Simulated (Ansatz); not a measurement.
A nudged elastic band was laid between two geometries of a periodic cell of 63 atoms, Si62P (host Si, host structure diamond, dopant P, one Si atom removed), cell charge +1.

Level of theory: DFT PBE, scalar-relativistic, plane waves, PAW (Ansatz). Settings: PAW set soft_1, cutoff 420 eV, k mesh 1x1x1, gaussian smearing 0.05 eV, no spin polarisation.

| Property | Result |
| --- | --- |
| movable images | 2 |
| climbing image | no |
| spring | 5.0 eV/Å² |
| optimiser | quadratic models (default) |
| start path | default |
| force threshold | 0.05 eV/Å |
| iteration limit | 50 |
| end points | relaxed |

Image 0:

```xyz
63
Lattice="10.8600 0.0000 0.0000 0.0000 10.8600 0.0000 0.0000 0.0000 10.8600" Properties=species:S:1:pos:R:3
Si 5.430 -0.001 0.008
Si 6.731 1.350 1.414
Si 8.109 2.722 0.012
Si 9.473 4.084 1.352
Si 8.111 0.008 2.762
Si 9.506 1.358 4.077
Si 0.002 -0.001 0.008
Si 1.354 1.397 1.359
Si 2.698 2.733 -0.028
Si 4.036 4.078 1.357
Si 5.433 5.431 0.006
Si 6.769 6.806 1.383
Si 8.151 8.141 0.020
Si 9.487 9.521 1.383
Si 2.736 0.135 2.742
Si 5.308 2.700 2.734
Si 6.731 4.020 4.085
Si 8.110 5.423 2.715
Si 9.510 6.782 4.080
P 5.403 0.030 5.409
Si 6.777 1.265 6.782
Si 8.112 2.674 5.427
Si 9.487 4.053 6.775
Si 8.160 -0.024 8.164
Si 9.510 1.357 9.515
Si -0.006 5.437 -0.002
Si 1.348 6.817 1.351
Si 2.710 8.184 0.014
Si 4.079 9.563 1.418
Si -0.034 2.733 2.703
Si 1.352 4.078 4.040
Si 2.698 5.462 2.702
Si 4.071 6.783 4.077
Si 5.421 8.181 2.763
Si 6.775 9.516 4.173
Si 0.003 -0.001 5.435
Si 1.411 1.349 6.734
Si 2.731 2.696 5.305
Si 4.080 4.018 6.733
Si 5.430 5.427 5.435
Si 6.801 6.766 6.805
Si 8.159 8.132 5.459
Si 9.524 9.489 6.806
Si 2.758 0.008 8.115
Si 4.072 1.358 9.512
Si 5.421 2.673 8.116
Si 6.768 4.054 9.490
Si 8.150 5.415 8.154
Si 9.505 6.784 9.511
Si 0.011 8.182 2.716
Si 1.413 9.563 4.085
Si 0.002 5.431 5.439
Si 1.378 6.806 6.775
Si 2.758 8.180 5.427
Si 4.168 9.515 6.781
Si 0.011 2.720 8.114
Si 1.348 4.084 9.478
Si 2.711 5.422 8.113
Si 4.074 6.783 9.514
Si 5.456 8.131 8.164
Si 6.802 9.490 9.529
Si 0.015 8.141 8.156
Si 1.377 9.522 9.491
```

Image 3:

Only the atoms that move by more than 0.05 Å are listed.
```
P20 4.095 1.335 4.095
```

(1) Which bonds break or form, and what moves?

(2) What energy profile does the band end with?

(3) What is the geometry of the highest image?

Results:

(1) Contacts lost: P20–Si21, P20–Si35, P20–Si55. Contacts made: Si15–P20, Si16–P20, P20–Si38. The atom that moves furthest is P20, by 2.27 Å; four of its nearest neighbours are Si35 2.30, Si55 2.30, Si21 2.30, Si15 3.77 Å at the first end and Si16 2.30, Si38 2.30, Si15 2.30, Si55 3.77 Å at the last.

(2) It converged. The highest image is number 1 of 0 to 3, 0.83 eV above the ends, which have the same energy within 2 meV. No image climbed, so the highest image needn't sit at the top of the path. A band with more images between the same ends climbed to 1.29 eV, so this one has probably stepped over the top. Limits of this set-up: coarse k mesh, no spin, though dangling bonds at a vacancy may carry it, charged cell in a uniform background, uncorrected.

| image | path coordinate (Å) | energy (eV) | P20–Si21 (Å) | P20–Si35 (Å) | P20–Si55 (Å) |
| --- | --- | --- | --- | --- | --- |
| 0 | 0.00 | 0.00 | 2.30 | 2.30 | 2.30 |
| 1 | 0.85 | 0.83 | 2.53 | 2.53 | 2.53 |
| 2 | 1.69 | 0.82 | 3.15 | 3.15 | 3.15 |
| 3 | 2.54 | 0.00 | 3.77 | 3.77 | 3.77 |

(3) 
```xyz
63
Lattice="10.8600 0.0000 0.0000 0.0000 10.8600 0.0000 0.0000 0.0000 10.8600" Properties=species:S:1:pos:R:3
Si 5.433 -0.002 0.002
Si 6.763 1.346 1.391
Si 8.136 2.728 0.012
Si 9.515 4.065 1.369
Si 8.121 0.002 2.744
Si 9.505 1.358 4.076
Si 0.001 0.001 0.004
Si 1.395 1.346 1.398
Si 2.720 2.711 0.013
Si 4.085 4.036 1.397
Si 5.430 5.430 0.004
Si 6.792 6.795 1.371
Si 8.142 8.150 -0.005
Si 9.497 9.499 1.371
Si 2.778 0.051 2.781
Si 5.381 2.654 2.780
Si 6.763 4.043 4.087
Si 8.136 5.422 2.706
Si 9.488 6.803 4.085
P 4.986 0.445 4.990
Si 6.669 1.309 6.672
Si 8.121 2.690 5.432
Si 9.497 4.063 6.795
Si 8.088 0.006 8.091
Si 9.488 1.349 9.491
Si -0.002 5.433 0.001
Si 1.366 6.776 1.369
Si 2.703 8.155 0.012
Si 4.084 9.528 1.392
Si 0.010 2.711 2.723
Si 1.394 4.036 4.088
Si 2.720 5.421 2.723
Si 4.073 6.786 4.076
Si 5.428 8.170 2.744
Si 6.668 9.623 4.125
Si -0.001 -0.002 5.436
Si 1.388 1.347 6.766
Si 2.777 2.653 5.384
Si 4.084 4.042 6.766
Si 5.433 5.432 5.436
Si 6.788 6.796 6.791
Si 8.088 8.203 5.428
Si 9.494 9.502 6.791
Si 2.741 0.002 8.124
Si 4.073 1.358 9.508
Si 5.428 2.690 8.124
Si 6.792 4.063 9.499
Si 8.141 5.439 8.144
Si 9.507 6.783 9.510
Si 0.010 8.155 2.706
Si 1.388 9.528 4.087
Si 0.001 5.430 5.433
Si 1.368 6.795 6.795
Si 2.741 8.170 5.431
Si 4.122 9.623 6.671
Si 0.010 2.728 8.139
Si 1.366 4.065 9.518
Si 2.703 5.422 8.139
Si 4.082 6.803 9.491
Si 5.426 8.203 8.091
Si 6.788 9.503 9.497
Si -0.008 8.149 8.145
Si 1.368 9.499 9.499
```

Run time: 46 s on 4 threads of Arm Neoverse V2 (shared host), peak memory 2 GiB.
